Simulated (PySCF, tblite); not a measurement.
**C₅H₁₃AsSi: geometry, infrared bands and NMR shifts**

What infrared bands and NMR shifts should C₅H₁₃AsSi (`C[C@H]([SiH2][AsH2])C1CC1`) show?

Programs: tblite 0.8.0 and PySCF 2.14.0, with density-fitted response routines of our own. Each step states its level of theory. These are calculated values for one molecule in the gas phase, unless marked as measured. Atoms are numbered from 0 throughout.

### Step 1. Starting geometry

20 atoms, charge 0, multiplicity 1; geometry from: force field or distance geometry start.

Bonds of the start (Å): C0–C1 1.53, C1–Si2 1.89, Si2–As3 2.33, C1–C4 1.52, C4–C5 1.53, C5–C6 1.52, C6–C4 1.53, C0–H7 1.12, C0–H8 1.11, C0–H9 1.12, C1–H10 1.12, Si2–H11 1.47, Si2–H12 1.47, As3–H13 1.57, As3–H14 1.56, C4–H15 1.11, C5–H16 1.11, C5–H17 1.11, C6–H18 1.10, C6–H19 1.11.

### Step 2. Geometry optimisation with GFN2-xTB

Job settings and geometry (Å):

```
{"job": {"kind": "relax", "xc": "GFN2-xTB", "basis": "xTB"}, "charge": 0, "multiplicity": 1}
C     -0.338200     0.400000     1.952500
C     -0.149000    -0.378100     0.648300
Si     1.698900    -0.636300     0.331000
As     2.748100     1.419400     0.017100
C     -0.782400     0.366300    -0.515000
C     -2.262800     0.079400    -0.757400
C     -1.213100    -0.496000    -1.700100
H      0.112100     1.419700     1.882200
H      0.120600    -0.140700     2.808200
H     -1.436300     0.512700     2.167100
H     -0.597800    -1.393500     0.785100
H      1.852100    -1.449000    -0.884300
H      2.294200    -1.332700     1.476900
H      4.043000     0.721600    -0.529500
H      2.134200     1.587600    -1.401700
H     -0.458400     1.400300    -0.767300
H     -2.828700     0.931900    -1.182400
H     -2.725900    -0.676500    -0.082100
H     -1.164600     0.011200    -2.676900
H     -1.050900    -1.591200    -1.574700
```

Command:

```console
OMP_NUM_THREADS=1 python probes_run.py task.json out
```

This one command runs all jobs of the session in turn.

Log:

```text
step      E/eV     max force
  0    -582.07546    1.401
  1    -582.25260    0.989
  2    -582.39793    0.597
  3    -582.42451    0.380
  4    -582.45634    0.308
  5    -582.46868    0.301
  6    -582.47898    0.165
  7    -582.48240    0.129
  8    -582.48450    0.095
  9    -582.48583    0.084
 10    -582.48702    0.088
 11    -582.48817    0.080
 12    -582.48955    0.106
 13    -582.49105    0.136
 14    -582.49246    0.113
 15    -582.49365    0.072
 16    -582.49475    0.066
 17    -582.49576    0.081
 18    -582.49654    0.072
 19    -582.49705    0.047
 20    -582.49740    0.048
 21    -582.49768    0.059
 22    -582.49796    0.054
 23    -582.49826    0.046
 24    -582.49859    0.051
 25    -582.49892    0.046
 26    -582.49924    0.049
 27    -582.49953    0.048
 28    -582.49983    0.046
 29    -582.50013    0.052
 30    -582.50041    0.043
 31    -582.50061    0.036
 32    -582.50076    0.030
 33    -582.50089    0.026
 34    -582.50102    0.028
 35    -582.50114    0.028
 36    -582.50124    0.024
 37    -582.50135    0.031
 38    -582.50146    0.036
 39    -582.50158    0.031
 40    -582.50170    0.029
 41    -582.50179    0.023
 42    -582.50186    0.019
 43    -582.50192    0.016
 44    -582.50196    0.016
 45    -582.50202    0.019
 46    -582.50210    0.027
 47    -582.50217    0.023
 48    -582.50222    0.016
 49    -582.50226    0.013
 50    -582.50229    0.016
 51    -582.50233    0.018
 52    -582.50237    0.022
 53    -582.50243    0.019
 54    -582.50249    0.020
 55    -582.50256    0.023
 56    -582.50264    0.020
 57    -582.50271    0.022
 58    -582.50278    0.021
 59    -582.50287    0.027
 60    -582.50298    0.030
 61    -582.50308    0.025
 62    -582.50320    0.031
 63    -582.50334    0.028
 64    -582.50351    0.028
 65    -582.50368    0.025
 66    -582.50378    0.023
 67    -582.50383    0.023
 68    -582.50389    0.024
 69    -582.50394    0.024
 70    -582.50404    0.020
 71    -582.50413    0.015
 72    -582.50415    0.011
 73    -582.50417    0.010
```

Run time: 1 s. Hardware: 1 thread of Arm Neoverse N1, shared host; peak memory 0.18 GiB.

The steps of the relaxation: (not every step is listed)

```tsv
step	energy from step 0 (eV)	largest force (eV/Å)
0	0.0000	1.4005
1	-0.1771	0.9891
2	-0.3225	0.5972
3	-0.3491	0.3803
4	-0.3809	0.3084
5	-0.3932	0.3012
6	-0.4035	0.1654
7	-0.4069	0.1288
8	-0.4090	0.0948
14	-0.4170	0.1126
20	-0.4219	0.0483
26	-0.4238	0.0495
32	-0.4253	0.0297
38	-0.4260	0.0356
44	-0.4265	0.0156
50	-0.4268	0.0158
56	-0.4272	0.0198
62	-0.4277	0.0306
68	-0.4284	0.0239
69	-0.4285	0.0244
70	-0.4286	0.0203
71	-0.4287	0.0153
72	-0.4287	0.0110
73	-0.4287	0.0099
```

Distances of close pairs at the start and the end, largest changes first:

```tsv
bond	before (Å)	after (Å)	change (Å)
As3–H13	1.569	1.496	-0.073
As3–H14	1.555	1.499	-0.056
C0–H9	1.125	1.090	-0.035
C5–H17	1.114	1.080	-0.034
C6–H19	1.114	1.080	-0.034
C4–C6	1.528	1.497	-0.031
C4–C5	1.527	1.499	-0.029
C5–H16	1.108	1.080	-0.028
```

The final coordinates are the input of the step that follows.

### Step 3. Infrared spectrum with GFN2-xTB

Job settings and geometry (Å):

```
{"job": {"kind": "ir", "xc": "GFN2-xTB", "basis": "xTB"}, "charge": 0, "multiplicity": 1}
C     -0.323683     0.393924     1.960518
C     -0.143528    -0.406638     0.674398
Si     1.716132    -0.642547     0.275400
As     2.597346     1.483061    -0.071985
C     -0.811270     0.300865    -0.478978
C     -2.267201     0.094501    -0.768506
C     -1.228888    -0.469530    -1.692768
H      0.171038     1.365629     1.876801
H      0.106073    -0.138362     2.806799
H     -1.379029     0.572260     2.164431
H     -0.621609    -1.380954     0.805018
H      1.822229    -1.580330    -0.855811
H      2.350880    -1.307070     1.428811
H      3.968163     0.944185    -0.333524
H      2.313584     1.440270    -1.543491
H     -0.421026     1.304953    -0.645649
H     -2.856089     0.933292    -1.108035
H     -2.815266    -0.593809    -0.142360
H     -1.108253    -0.019181    -2.666467
H     -1.074751    -1.538376    -1.687636
```

Log:

```text
mode    cm-1     km/mol
  1      30.2      0.04
  2      72.4      0.30
  3      92.9      0.11
  4     116.4      0.28
  5     166.0      0.21
  6     225.8      0.22
  7     244.8      0.04
  8     282.6      0.54
  9     370.3      6.46
 10     381.7      8.89
 11     396.3     34.92
 12     449.1      7.06
 13     575.2     11.14
 14     615.2     91.94
 15     639.0    114.98
 16     665.4      5.31
 17     732.6    296.18
 18     795.8    232.06
 19     801.6      8.15
 20     850.7      6.24
 21     865.2      4.63
 22     979.8      6.56
 23     989.1      4.31
 24    1008.7     15.70
 25    1012.4    140.03
 26    1029.6     20.59
 27    1069.2      0.47
 28    1073.3      1.46
 29    1101.1      2.91
 30    1108.5      0.54
 31    1156.7      0.02
 32    1175.9      3.28
 33    1224.7      6.56
 34    1257.9      0.88
 35    1283.5      0.91
 36    1399.0      3.29
 37    1411.9      2.23
 38    1441.7      0.11
 39    1491.7      1.36
 40    1495.3      2.13
 41    1507.2      3.25
 42    1926.5    591.60
 43    1951.3    631.49
 44    2151.7    469.15
 45    2165.7    252.09
 46    2944.7     13.10
 47    2950.8      2.36
 48    2957.7    148.73
 49    3007.2     36.36
 50    3024.1     31.37
 51    3084.0     20.32
 52    3084.2      5.41
 53    3085.1     31.21
 54    3103.2     67.45
```

Wall time 1.4 s (1 thread of Arm Neoverse N1, shared host); peak memory 0.18 GiB.

The strongest bands and the atoms that carry them (share of the mass-weighted mode):

```tsv
cm⁻¹	km/mol	atoms
733	296.2	Si2 24 %, C1 22 %, H12 16 %, H11 11 %
796	232.1	H12 47 %, H11 46 %
1012	140.0	H14 47 %, H13 46 %
1926	591.6	H14 98 %
1951	631.5	H13 98 %
2152	469.1	H12 88 %
2166	252.1	H11 88 %
2958	148.7	H7 49 %, H15 35 %
```

### Step 4. NMR shieldings: PBE0/pcSseg-1

The job, as its differences from that of step 3:

```diff
@@ -1,2 +1,2 @@
-{"job": {"kind": "ir", "xc": "GFN2-xTB", "basis": "xTB"}, "charge": 0, "multiplicity": 1}
+{"job": {"kind": "nmr", "xc": "PBE0", "basis": "pcSseg-1"}, "charge": 0, "multiplicity": 1}
 C     -0.323683     0.393924     1.960518
```

Level: GIAO PBE0/pcSseg-1 NMR shielding, non-relativistic, gas phase.

Log:

```text
coarse grid: 71784 points
cycle   1  E = -2722.7340456937  dE = -1.724e-01  |g| = 7.614e-01  |ddm| = 3.973e+00
cycle   2  E = -2722.7244866075  dE =  9.559e-03  |g| = 6.300e-01  |ddm| = 8.334e-01
cycle   3  E = -2722.7849891328  dE = -6.050e-02  |g| = 1.281e-01  |ddm| = 6.062e-01
cycle   4  E = -2722.7888792387  dE = -3.890e-03  |g| = 3.803e-02  |ddm| = 1.677e-01
cycle   5  E = -2722.7891870491  dE = -3.078e-04  |g| = 7.940e-03  |ddm| = 4.197e-02
cycle   6  E = -2722.7892021902  dE = -1.514e-05  |g| = 1.553e-03  |ddm| = 9.246e-03
cycle   7  E = -2722.7892027112  dE = -5.210e-07  |g| = 4.277e-04  |ddm| = 2.063e-03
final grid: 150880 points
cycle   8  E = -2722.7891866743  dE = -7.121e-08  |g| = 4.768e-04  |ddm| = 2.578e-03
cycle   9  E = -2722.7891866493  dE =  2.507e-08  |g| = 5.792e-04  |ddm| = 1.041e-03
cycle  10  E = -2722.7891867265  dE = -7.729e-08  |g| = 4.077e-05  |ddm| = 5.515e-04
cycle  11  E = -2722.7891867269  dE = -3.729e-10  |g| = 9.023e-06  |ddm| = 5.109e-05
converged SCF energy = -2722.7891867269

GIAO shielding tensors (ppm)
atom      isotropic    diamagn.    paramagn.     s11        s22        s33       span
  0 C      167.948     247.042     -79.094    153.722    162.851    187.273     33.551
  1 C      159.593     249.153     -89.560    140.481    162.512    175.786     35.305
  2 Si     388.308     881.027    -492.719    341.387    385.872    437.664     96.277
  3 As    2048.122    2878.768    -830.646   1912.043   1991.024   2241.299    329.256
  4 C      168.370     250.184     -81.814    141.289    154.143    209.679     68.390
  5 C      178.097     254.602     -76.505    145.124    176.202    212.965     67.841
  6 C      179.928     252.721     -72.793    149.750    176.957    213.079     63.329
  7 H       30.207      30.622      -0.415     24.777     31.340     34.505      9.728
  8 H       30.574      29.850       0.724     25.502     27.751     38.468     12.966
  9 H       30.227      30.312      -0.085     24.824     28.797     37.060     12.235
 10 H       31.585      33.710      -2.125     27.547     30.171     37.038      9.490
 11 H       26.958      30.355      -3.398     22.630     25.525     32.717     10.087
 12 H       27.398      29.926      -2.528     23.115     25.396     33.684     10.569
 13 H       30.236      28.883       1.353     22.605     23.772     44.331     21.726
 14 H       29.994      30.622      -0.628     21.452     26.003     42.526     21.074
 15 H       31.404      34.002      -2.597     23.949     31.872     38.392     14.443
 16 H       31.138      31.145      -0.008     25.123     26.645     41.645     16.523
 17 H       31.576      32.254      -0.678     26.052     28.678     39.999     13.948
 18 H       31.222      31.355      -0.133     25.809     26.673     41.184     15.374
 19 H       31.642      32.371      -0.730     26.602     28.754     39.569     12.966
```

It took 77 s on 1 thread of Arm Neoverse N1, shared host; peak memory 0.97 GiB.

Shifts follow as δ = σ(reference) − σ, with reference shieldings (ppm) from runs at the same level and on the same kind of geometry: ¹H TMS 31.72, ¹³C TMS 186.9, ²⁹Si TMS 349.2, ⁷⁵As AsH3 1989. The references are single molecules in the gas phase. Shifts against hydride references such as AlH4− lie on their own scale. Atoms listed in one row are averaged.

```tsv
atoms	environment	σ (ppm)	δ (ppm)
C1	sp3 CH bonded to Si	159.6	27.3
C0	methyl carbon	167.9	19.0
C4	three-membered-ring carbon	168.4	18.6
C5	three-membered-ring carbon	178.1	8.8
C6	three-membered-ring carbon	179.9	7.0
H11	hydrogen on a silicon bonded to C, As	26.96	4.76
H12	hydrogen on a silicon bonded to C, As	27.40	4.32
H13, H14	hydrogen on an arsenic bonded to Si	30.11	1.60
H7, H8, H9	hydrogen on a methyl carbon	30.34	1.38
H16	hydrogen on a three-membered-ring carbon	31.14	0.58
H18	hydrogen on a three-membered-ring carbon	31.22	0.50
H15	hydrogen on a three-membered-ring carbon	31.40	0.31
H17	hydrogen on a three-membered-ring carbon	31.58	0.14
H10	hydrogen on an sp3 CH bonded to Si	31.59	0.13
H19	hydrogen on a three-membered-ring carbon	31.64	0.08
Si2	silicon bonded to C, As, 2 H	388.3	-39.1
As3	arsenic bonded to Si, 2 H	2048	-59
```

The run also stored atomic charges by several schemes (e):

```tsv
atoms	Mulliken	IAO	Hirshfeld	ESP fit
C0	-0.21	-0.41	-0.12	-0.35
C1	-0.51	-0.35	-0.11	-0.19
Si2	0.59	0.53	0.26	0.30
As3	-0.37	-0.06	0.05	-0.21
C4	-0.29	-0.13	-0.04	0.07
C5	-0.18	-0.30	-0.09	-0.37
C6	-0.18	-0.30	-0.09	-0.30
```

Mayer bond orders: C0–C1 1.03, C1–Si2 0.88, Si2–As3 0.94, C1–C4 0.98, C4–C5 0.96, C5–C6 0.98, C6–C4 0.96.

Ring of atoms C4, C5, C6: NICS(0) -43.8, NICS(1) -8.6, NICS(1)zz -21.4 ppm (means of both faces).

In rings of three or four atoms NICS is ruled by the nearby σ bonds, so it says little on aromaticity.

### Step 5. Outcome

```
                                                              quantity                                                           value
                             strongest single infrared mode (GFN2-xTB)                                           1951 cm⁻¹, 631 km/mol
                                          zero-point energy (GFN2-xTB)                                                   98.7 kcal/mol
                                ¹³C shifts against TMS (PBE0/pcSseg-1)                                  27.3, 19.0, 18.6, 8.8, 7.0 ppm
¹H shifts against TMS (PBE0/pcSseg-1, means over atoms taken as alike)  4.76, 4.32, 1.60, 1.38, 0.58, 0.50, 0.31, 0.14, 0.13, 0.08 ppm
                               ²⁹Si shifts against TMS (PBE0/pcSseg-1)                                                       -39.1 ppm
                              ⁷⁵As shifts against AsH3 (PBE0/pcSseg-1)                                                         -59 ppm
```

Relaxing lowered the energy by 0.429 eV in 73 steps; the close pair that moved most is As3–H13, from 1.569 to 1.496 Å. No mode is imaginary among the 54: a minimum at this level. The strongest single mode, at 1951 cm⁻¹, moves mainly H13. GFN2-xTB is a fitted tight-binding method: band positions and strengths are rough. Its intensities can rank the bands wrongly. At PBE0/pcSseg-1: The largest span, 329 ppm, is at As3, where the paramagnetic term is -831 ppm. Spin-orbit coupling is left out, which matters for shieldings and couplings at and beside the heavy atoms.
